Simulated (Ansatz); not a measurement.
**BCl₃FH₄N (built from SMILES ClB(Cl)Cl.F.N): a reaction path by the nudged elastic band**

Aim: the minimum-energy path between two given structures and its highest point. Both ends were relaxed at PBE0-D4 in triple zeta.

Computed with Ansatz 0.2.0, Gaussian basis. Level: PBE0-D4/def2-SVP.

29 further runs of the same task are left out: 1 that didn't finish, 28 set aside as unsound or not needed.

### 1 Where the work starts

The first end: 10 atoms, charge 0, spin multiplicity 1.

Atoms are counted from 1 here; the program's logs count them from 0.

Bond lengths: B1–Cl2 1.865 Å, B1–Cl3 1.817 Å, B1–Cl4 1.819 Å, B1–N6 1.602 Å, H5–N6 1.027 Å, N6–H9 1.017 Å, N6–H10 1.018 Å, H7–F8 0.944 Å. Angles: Cl2–B1–Cl3 112.0°, Cl2–B1–Cl4 111.4°, Cl2–B1–N6 105.5°, Cl3–B1–Cl4 114.3°, Cl3–B1–N6 106.4°, Cl4–B1–N6 106.5°, B1–N6–H5 110.4°, B1–N6–H9 109.2°, B1–N6–H10 110.2°, H5–N6–H9 109.6°, H5–N6–H10 108.7°, H9–N6–H10 108.7°.

Coordinates:

| atom | x (Å) | y (Å) | z (Å) |
| --- | --- | --- | --- |
| B1 | -0.61626 | -0.07298 | -0.82161 |
| Cl2 | 0.18686 | 1.58493 | -1.11242 |
| Cl3 | 0.22062 | -1.40535 | -1.73137 |
| Cl4 | -2.41346 | 0.00300 | -1.09280 |
| H5 | 0.59356 | -0.33295 | 0.97664 |
| N6 | -0.40264 | -0.38579 | 0.73451 |
| H7 | 1.85916 | 1.05325 | 0.03961 |
| F8 | 2.23968 | 0.58637 | 0.76637 |
| H9 | -0.75455 | -1.31791 | 0.93933 |
| H10 | -0.91296 | 0.28744 | 1.30185 |

The second end:

| atom | x (Å) | y (Å) | z (Å) |
| --- | --- | --- | --- |
| B1 | -1.0495 | -0.6114 | -0.5365 |
| Cl2 | 1.5877 | 1.9911 | -1.7511 |
| Cl3 | -0.3872 | -1.6075 | -1.8070 |
| Cl4 | -2.1757 | 0.6722 | -0.8946 |
| H5 | 0.7744 | 0.1905 | 0.9998 |
| N6 | -0.6404 | -0.8272 | 0.8034 |
| H7 | 1.7596 | 1.6068 | -0.5298 |
| F8 | 1.5433 | 0.7356 | 1.1236 |
| H9 | -0.2114 | -1.7095 | 1.0429 |
| H10 | -1.2007 | -0.4404 | 1.5493 |

### 2 The band at PBE0-D4/def2-SVP

Contents of neb/in.yaml:

```yaml
crystal:
  periodic: [false, false, false]
  atoms:
    - {symbol: B, position_ang: [-0.616257, -0.072984, -0.821613]}
    - {symbol: Cl, position_ang: [0.186856, 1.584935, -1.112418]}
    - {symbol: Cl, position_ang: [0.220620, -1.405351, -1.731368]}
    - {symbol: Cl, position_ang: [-2.413464, 0.003000, -1.092801]}
    - {symbol: H, position_ang: [0.593557, -0.332949, 0.976638]}
    - {symbol: N, position_ang: [-0.402638, -0.385795, 0.734507]}
    - {symbol: H, position_ang: [1.859160, 1.053250, 0.039605]}
    - {symbol: F, position_ang: [2.239679, 0.586367, 0.766374]}
    - {symbol: H, position_ang: [-0.754554, -1.317911, 0.939327]}
    - {symbol: H, position_ang: [-0.912957, 0.287436, 1.301850]}
basis:
  gaussian: {orbitals: def2-SVP}
hamiltonian: {xc: pbe0, dispersion: d4}
neb:
  images: 5
  climbing: true
  max_iterations: 40
  initial_path: idpp
  final_atoms:
    - {symbol: B, position_ang: [-1.049489, -0.611442, -0.536459]}
    - {symbol: Cl, position_ang: [1.587687, 1.991112, -1.751069]}
    - {symbol: Cl, position_ang: [-0.387205, -1.607531, -1.806961]}
    - {symbol: Cl, position_ang: [-2.175683, 0.672152, -0.894574]}
    - {symbol: H, position_ang: [0.774437, 0.190530, 0.999836]}
    - {symbol: N, position_ang: [-0.640410, -0.827206, 0.803446]}
    - {symbol: H, position_ang: [1.759596, 1.606759, -0.529816]}
    - {symbol: F, position_ang: [1.543253, 0.735589, 1.123554]}
    - {symbol: H, position_ang: [-0.211440, -1.709515, 1.042889]}
    - {symbol: H, position_ang: [-1.200747, -0.440449, 1.549255]}
```

Started as:

```bash
> ansatz run in.yaml --threads 8 --pin off --events-out ev --progress --plain --max-ram 19148MiB
```

The log of the run, cut to the lines that bear on the results:

```text
Functional definition: PBE0
  name "PBE0"
  cite "Adamo & Barone, J. Chem. Phys. 110, 6158 (1999) doi:10.1063/1.478522"
  cite "Perdew, Burke & Ernzerhof, Phys. Rev. Lett. 77, 3865 (1996) doi:10.1103/PhysRevLett.77.3865"
  parent pbe
[...]
1200 factors; integrals over basis functions are off by at most 4.7e-4 eV
[...]
mean field -42488.25231035 eV, -1561.4144728337 hartree, gradient 1.6e-5 eV, S^2 0.000000; 0 other end points of the search recorded, 0 dependent functions left out
[...]
reference -42488.25233163 eV, -1561.4144736156 hartree; 38, 38 occupied and 78, 78 virtual orbitals, 1200 factors
[... from here to the last solve, the lines of the solves are left out (97 solves) ...]
WARN: NEB end point (image 0): max|allowed force component| = 3.262e-1 eV/Å (the criterion of neb.relax_end_points is 1.000e-2). That is over neb.f_tol: it is no minimum, so the barrier can be far off. Relax it first
WARN: NEB end point (image 6): max|allowed force component| = 2.375e-1 eV/Å (the criterion of neb.relax_end_points is 1.000e-2). That is over neb.f_tol: it is no minimum, so the barrier can be far off. Relax it first
NEB iter   1: max|band force component| = 4.039e0 eV/Å  barrier→ = 2.6222 eV  barrier← = 1.7176 eV  Δτ_max = 0.2000 Å  (184 SCF iters)
[...]
NEB iter   4: max|band force component| = 9.657e-1 eV/Å  barrier→ = 1.3181 eV  barrier← = 0.4135 eV  Δτ_max = 0.2000 Å  (146 SCF iters)
[...]
NEB iter   7: max|band force component| = 4.312e-1 eV/Å  barrier→ = 1.1443 eV  barrier← = 0.2397 eV  CI = image 3  Δτ_max = 0.0588 Å  (149 SCF iters)
[...]
NEB iter  10: max|band force component| = 1.709e-1 eV/Å  barrier→ = 1.1336 eV  barrier← = 0.2290 eV  CI = image 3  Δτ_max = 0.0127 Å  (145 SCF iters)
NEB iter  11: max|band force component| = 6.424e-2 eV/Å  barrier→ = 1.1323 eV  barrier← = 0.2277 eV  CI = image 3  Δτ_max = 0.0184 Å  (128 SCF iters)
[...]
NEB iter  12: max|band force component| = 2.842e-2 eV/Å  barrier→ = 1.1321 eV  barrier← = 0.2275 eV  CI = image 3  CI's point: of a kind that is not told: the force calls were inconclusive, a negative curvature could not be distinguished from the path's own, the only one lies far off the [...]
Total energy: -42487.37822228 eV, -1561.3823506896 hartree
Atom 0 at    -0.737285    -0.319454    -0.710843 Å, force    -0.018408    -0.000310     0.002369 eV/Å
Atom 1 at     0.643128     1.578674    -1.257293 Å, force     0.007258    -0.005856    -0.003037 eV/Å
Atom 2 at    -0.072892    -1.544715    -1.803720 Å, force     0.010975     0.013140     0.001051 eV/Å
Atom 3 at    -2.322928     0.393138    -1.061946 Å, force    -0.020531    -0.009278    -0.005618 eV/Å
Atom 4 at     0.894918     0.097282     0.982892 Å, force    -0.024128    -0.008969    -0.005248 eV/Å
Atom 5 at    -0.361568    -0.485116     0.719335 Å, force     0.029382     0.008032     0.012355 eV/Å
Atom 6 at     1.429402     1.237012    -0.168172 Å, force     0.012007    -0.004922     0.012984 eV/Å
Atom 7 at     1.811763     0.602581     1.001030 Å, force     0.016871     0.009409    -0.009455 eV/Å
Atom 8 at    -0.231139    -1.471554     0.944899 Å, force    -0.010407    -0.001385    -0.003519 eV/Å
Atom 9 at    -1.053397    -0.087849     1.353918 Å, force    -0.003018     0.000138    -0.001881 eV/Å
Dipole moment:    -0.193553    -0.288010     0.598213 e Å
```

Wall time 1.7 min (8 threads of Arm Neoverse V1, shared host).

The last band:

| image | path (Å) | energy (kcal/mol) | B1–N6 (Å) | H5–F8 (Å) | Cl2–H7 (Å) | B1–Cl2 (Å) |
| --- | --- | --- | --- | --- | --- | --- |
| 0 | 0.00 | 0.0 | 1.60 | 1.90 | 2.10 | 1.87 |
| 1 | 0.55 | 0.2 | 1.60 | 1.72 | 2.03 | 1.88 |
| 2 | 1.10 | 5.8 | 1.59 | 1.47 | 1.76 | 1.98 |
| 3 | 1.65 | 26.1 | 1.49 | 1.05 | 1.39 | 2.41 |
| 4 | 2.25 | 22.0 | 1.43 | 0.96 | 1.31 | 3.06 |
| 5 | 2.85 | 20.6 | 1.42 | 0.95 | 1.30 | 3.55 |
| 6 | 3.45 | 20.9 | 1.42 | 0.95 | 1.29 | 3.90 |

The highest image, 3:

```
B    -0.73728   -0.31945   -0.71084
Cl    0.64313    1.57867   -1.25729
Cl   -0.07289   -1.54472   -1.80372
Cl   -2.32293    0.39314   -1.06195
H     0.89492    0.09728    0.98289
N    -0.36157   -0.48512    0.71933
H     1.42940    1.23701   -0.16817
F     1.81176    0.60258    1.00103
H    -0.23114   -1.47155    0.94490
H    -1.05340   -0.08785    1.35392
```

### 3 Summary of results

| quantity | value |
| --- | --- |
| PBE0-D4/def2-SVP, 12 iterations | highest 26.1 kcal/mol (image 3), last end +20.9 kcal/mol |
| from earlier runs: barrier over the separately found saddle, CCSD(T)/def2-TZVPP | 30.4 kcal/mol |

In words: The highest image lies 26.1 kcal/mol above the first end, and it climbed, so it estimates the saddle. The ends are not quite minima at this level (largest force component 0.33 eV/Å), so the heights are unreliable: relaxing the first end would lower it and raise the barrier above it. The highest image is 4.3 kcal/mol below the CCSD(T) barrier in triple zeta, which comes from separate runs on the saddle.
